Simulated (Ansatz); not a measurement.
# Cr3N: a trial structure relaxed

Where does this trial cell of Cr3N go when cell and atoms are let free?

Program: Ansatz 0.2.0. Level of theory: DFT PBE, scalar-relativistic, plane waves, PAW. These are calculated values, not measurements.

## 1. The starting structure

Symmetry: P4/mmm, No. 123, tetragonal system. Conventional cell: a = 4.062 Å, b = 4.062 Å, c = 3.078 Å, α = 90.00°, β = 90.00°, γ = 90.00°. Cr (site symmetry 4/mmm) is surrounded by 4 Cr at 2.03 Å. Around Cr (site symmetry mmm) lie 2 Cr at 2.03 Å and 4 N at 2.55 Å. Around N (site symmetry 4/mmm) lie 8 Cr at 2.55 Å.

As a file:

```cif
data_structure
_symmetry_space_group_name_H-M 'P4/mmm'
_symmetry_Int_Tables_number 123
_cell_length_a 4.0622
_cell_length_b 4.0622
_cell_length_c 3.0775
_cell_angle_alpha 90.000
_cell_angle_beta 90.000
_cell_angle_gamma 90.000
_cell_volume 50.78
loop_
_atom_site_label
_atom_site_type_symbol
_atom_site_symmetry_multiplicity
_atom_site_Wyckoff_symbol
_atom_site_fract_x
_atom_site_fract_y
_atom_site_fract_z
_atom_site_occupancy
Cr1 Cr 1 b 0.00000 0.00000 0.50000 1
Cr2 Cr 2 e 0.50000 0.00000 0.50000 1
N1 N 1 c 0.50000 0.50000 0.00000 1
```

The cell is invented: random cell by space group and Wyckoff sites (P4/mmm, No. 123). Lengths come from tabulated atomic sizes and are only a guess.

## 2. A first look at the guess

Contents of input.yaml:

```yaml
crystal:
  lattice:
    - [4.06216184, 0.0, 0.0]
    - [0.0, 4.06216184, 0.0]
    - [0.0, 0.0, 3.07751038]
  atoms:
    - { symbol: Cr, position: [0.0, 0.0, 0.5], spin: 3.0 }
    - { symbol: Cr, position: [0.5, 0.0, 0.5], spin: 3.0 }
    - { symbol: Cr, position: [0.0, 0.5, 0.5], spin: 3.0 }
    - { symbol: "N", position: [0.5, 0.5, 0.0] }
basis:
  ecutwfc: 420
kpoints:
  mp_grid: { grid: [4, 4, 6] }
hamiltonian:
  xc: pbe
scf:
  occupations: { method: gaussian, width: 0.1 }
  lower_state_search: "off"
output:
  forces: true
  stress: true
  eigenvalues: true
  populations: true
magnetization:
  spin_polarized: true
```

Started as:

```
$ ansatz run input.yaml --threads 1 --pin off --max-ram 2560MiB --backend cpu --events-out ev --progress --plain --runs-dir out
```

The session goes on with these runs: coarse relaxation; final relaxation.

What does the calculation give? Wanted: conventional cell; volume; energy over the elements; gap on the mesh; total moment.

As calculated:

| quantity | value |
| --- | --- |
| symmetry at the end (tolerance 0.05 Å) | space group P4/mmm (No. 123) |
| conventional cell | a = 4.187 Å, b = 4.187 Å, c = 2.500 Å, α = 90.00°, β = 90.00°, γ = 90.00° |
| volume | 10.96 Å³/atom |
| energy over the elements (uncorrected; H, N, O, F and Cl as molecules) | +1.36 eV/atom |
| gap on the mesh | none (metal) |
| total moment | 0.71 μB/cell |

The space group P4/mmm (No. 123) is kept, and the volume per atom shrinks by 13.7 % from the first guess. The formation energy is positive, so the separate elements lie lower. No finished test with a distortion of lower symmetry is shown, so the end may be a saddle point. Other magnetic orders were not searched.
